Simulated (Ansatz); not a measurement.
AlFe3B:

```
CELL_PARAMETERS angstrom
3.82232 0.00000 0.00000
0.00000 3.82232 0.00000
0.00000 0.00000 3.82232
ATOMIC_POSITIONS crystal
Fe 0.00000 0.00000 0.50000
Fe 0.00000 0.50000 0.00000
Fe 0.50000 0.00000 0.00000
Al 0.50000 0.50000 0.50000
B 0.00000 0.00000 0.00000
```

The cell comes from a database or a generator and needn't be the stable form of this composition.

Base run:

```yaml
Program: Ansatz 0.2.0
Functional: PBEsol
Potentials_or_basis: Ansatz PAW
Cutoff: "420 eV (not typed: the program's choice for these potentials)"
k_mesh: 6 × 6 × 6
Occupations: fermi-dirac, width 0.05 eV
Spin: collinear spin, ferromagnetic start
Starting_moments: "[1.5, 1.5, 1.5, 0.0, 0.0] μB"
Fixed_moment: 4.5 μB
```

Its results: pressure -6.3 GPa; site moments Fe +1.49; Al -0.11; B -0.11 μB.

**Question.** The run is repeated on the same cell with these changes: fixed moment from 4.5 μB to 2.2 μB; moments at the start from [1.5, 1.5, 1.5, 0.0, 0.0] to [0.73, 0.73, 0.73, 0.0, 0.0]. What comes out?

**Answer.** Pressure -11.9 GPa; site moments Fe +0.72; Al -0.06; B -0.05 μB.

Caveats: the total moment is fixed, so each spin has its own Fermi level; the PAW data sets come from PBE, with cores solved anew for the run's functional, which leaves a small shift of forces and pressure; the thresholds are loose for stress.
